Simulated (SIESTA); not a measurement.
CsLiCr2Te2S3 under changes of volume

One of the cells (24.301 Å³/atom); the others are scaled copies at fixed shape and fractional positions:

```
Cs Li Cr Te S
1.0
     3.62745    0.00000    0.00000
    -1.81372    3.14146    0.00000
     0.00000    0.00000   19.19278
Cs Li Cr Te S
1 1 2 2 3
Direct
  0.00000 0.00000 0.37399
  0.66667 0.33333 0.01607
  0.00000 0.00000 0.86637
  0.33333 0.66667 0.16833
  0.33333 0.66667 0.53891
  0.66667 0.33333 0.77276
  0.00000 0.00000 0.10030
  0.33333 0.66667 0.92920
  0.66667 0.33333 0.23408
```

The cell was built by a generator and needn't be a form met in nature.

```yaml
Program: SIESTA 5.4.2
Functional: PBE
Potentials_or_basis: PseudoDojo 0.4 standard (PBE files)
Basis: DZP (energy shift 0.003 Ry; two zetas on semicore shells; d shell added on Cs)
Grid_cutoff: 800 Ry
Energy_shift: 0.003 Ry
k_mesh: 9 × 9 × 2
Occupations: fermi-dirac, width 0.05 eV
Spin: collinear spin, ferromagnetic start
Starting_moments: "[0.0, 0.0, 3.0, 3.0, 0.0, 0.0, 0.0, 0.0, 0.0] μB"
```

```tsv
volume (Å³/atom)	energy over the lowest point (meV/atom)	pressure (GPa)	moment (μB per cell)	largest force (eV/Å)
22.395	22.81	4.7	5.63	0.854
22.872	?	?	?	?
23.348	3.69	1.8	5.64	0.419
24.301	0.00	-0.5	5.66	0.067
24.778	3.00	-1.5	5.67	0.128
25.254	8.74	-2.3	5.69	0.253
```

Task: What does the run at 22.872 Å³/atom give?

Result: Energy over the lowest point 11.11 meV/atom; pressure 3.2 GPa; moment 5.64 μB per cell; largest force 0.624 eV/Å.

Worked out: A Birch-Murnaghan fit of order 3 (a polynomial in V^(-2/3)) to the other rows has its minimum at 24.08 Å³/atom with B0 = V·E''(V) = 55 GPa and B' = 4.5 at fixed shape and positions, which overstates the stiffness. It gives 11.09 meV/atom at 22.872 Å³/atom, against the run's 11.11, and -dE/dV = 3.2 GPa, against 3.2. A straight line through the other rows of the moment, of slope 0.0203 μB per Å³/atom, gives 5.63 μB, against the run's 5.64.

Energies are extrapolated to zero smearing.

Caveats: the basis of atomic orbitals isn't converged, which shifts pressures, moduli and gaps; only a ferromagnetic start was run, and an antiferromagnetic order may lie lower in energy.
